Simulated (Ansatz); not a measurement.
GdO in Ansatz: the effect of starting spin order

GdO:

```
Gd O
1.0
     0.00000    2.70000    2.70000
     2.70000    0.00000    2.70000
     2.70000    2.70000    0.00000
Gd O
1 1
Direct
  0.00000 0.00000 0.00000
  0.75000 0.75000 0.75000
```

Alike in all runs:

| Item | Value |
| --- | --- |
| Program | Ansatz 0.2.0 |
| Task | single point |
| Functional | PBE |
| Potentials or basis | Ansatz PAW |
| Cutoff | 420 eV (not typed: the program's choice for these potentials) |
| k mesh | 9 × 9 × 9 |
| Occupations | fermi-dirac, width 0.05 eV |

```csv
starting spin order,spin,starting moments,energy over the lowest run (meV/atom),pressure (GPa),final net moment (μB),final largest site moment (μB)
spin off,no spin polarisation,-,?,?,?,?
fm,"collinear spin, ferromagnetic start","[7.0, 0.0] μB",24.7,-0.6,7.54,6.83
random,"collinear spin, random start","[-5.69, 0.0] μB",0.0,-1.2,-6.05,6.53
"ferromagnetic start, larger moments","collinear spin, ferromagnetic start","[8.5, 0.0] μB",24.7,-0.6,7.54,6.83
```

**Question.** What does the run with starting spin order spin off give?

**Answer.** Energy over the lowest run 3581.3 meV/atom; pressure -4.5 GPa; final net moment 0.00 μB; final largest site moment 0.00 μB.

Caveats: a cell with one magnetic atom can't hold antiferromagnetic order, which such compounds often take (some runs).
